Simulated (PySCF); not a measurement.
**HgH2(H2S): other functionals and bases at one geometry**

An exercise on one series of results from a longer session: the logs are not shown, and one member is left open.

The runs use PySCF 2.14.0; several levels, as the steps say, no spin–orbit coupling.

2 further runs of the same task are left out: 2 for a known fault of the program. Runs told in other sessions of the task aren't counted.

### The starting structure

6 atoms, charge 0, spin multiplicity 1.

Bond lengths: Hg1–H2 1.666 Å, Hg1–H3 1.672 Å, S4–H5 1.362 Å, S4–H6 1.362 Å. Angles: H2–Hg1–H3 177.8°, H5–S4–H6 91.3°.

As a file:

```xyz
6
H4HgS
Hg    0.4810    0.7692    0.0000
H     2.0338    0.1646    0.0000
H    -1.0532    1.4342    0.0000
S    -1.1667   -2.2521    0.0000
H    -1.9279   -1.6798    0.9736
H    -1.9279   -1.6798   -0.9736
```

Formal oxidation states: Hg +2. An earlier session relaxed this geometry at PBE, Hg def2-SVP with ECP60, H def2-SVP, S def2-SVP (singlet, point group Cs).

At PBE on the finer grid: E = -553.764883 Eh, HOMO -6.37 eV, LUMO -1.02 eV, Mulliken charge on Hg1 +0.12 e, largest force component 0.006 eV/Å. 

Levels to run: CAM-B3LYP; TPSSh; M06-L; revPBE; PBE, TZVP; PBE, x2c-SVP. Hardware: 2 threads of Arm Neoverse V1, shared host.

The first run:

The input, run.py (the lines that set the calculation):

```python
mol = gto.M(atom='''
Hg     0.48105     0.76916     0.00000
H      2.03378     0.16457     0.00000
H     -1.05317     1.43415     0.00000
S     -1.16672    -2.25215     0.00000
H     -1.92791    -1.67979     0.97358
H     -1.92791    -1.67979    -0.97358''',
    basis={'Hg': 'def2-SVP', 'H': 'def2-SVP', 'S': 'def2-SVP'},
    ecp={'Hg': 'def2-SVP'},
    charge=0, spin=0)
mf = dft.RKS(mol, xc='CAMB3LYP')
mf.grids.atom_grid = (75, 302)
mf = mf.density_fit()  # fitting sets: Hg def2-universal-JKFIT, H def2-universal-JKFIT, S def2-universal-JKFIT
mf.conv_tol = 1e-08; mf.max_cycle = 55
mf.kernel(dm0)  # dm0: the density of the relaxed state
```

Started as:

```sh
$ OMP_NUM_THREADS=2 python run.py
```

Steps of the session up to this table: CAM-B3LYP; TPSSh; M06-L; revPBE; PBE, TZVP; PBE, x2c-SVP.

One of the session's tables, all rows but one given; the rest of the session is left out.

| level | HOMO (eV) | gap (eV) | dipole (D) | largest force component (eV/Å) |
| --- | --- | --- | --- | --- |
| PBE (relaxed here) | -6.37 | 5.35 | 1.59 | 0.01 |
| CAM-B3LYP | -8.92 | 9.30 | 1.51 | 0.44 |
| TPSSh | -7.02 | 6.43 | 1.53 | 0.35 |
| M06-L | -6.65 | 6.23 | 1.51 | 0.47 |
| revPBE | -6.34 | 5.43 | 1.55 | 0.07 |
| PBE, TZVP | ? | ? | ? | ? |
| PBE, x2c-SVP | -6.34 | 5.12 | 1.59 | 0.08 |

Estimate the missing values for PBE, TZVP.

**Answer.** HOMO (eV): -6.48; gap (eV): 5.17; dipole (D): 1.28; largest force component (eV/Å): 0.25. In the column «HOMO (eV)» it lies between M06-L (-6.65) and PBE (relaxed here) (-6.37).

In one basis the HOMO–LUMO gap runs from 5.35 eV (PBE) to 9.30 eV (CAM-B3LYP). The largest leftover force, 0.47 eV/Å with M06-L, stands at a geometry relaxed at another level. Total energies of different levels can't be compared.
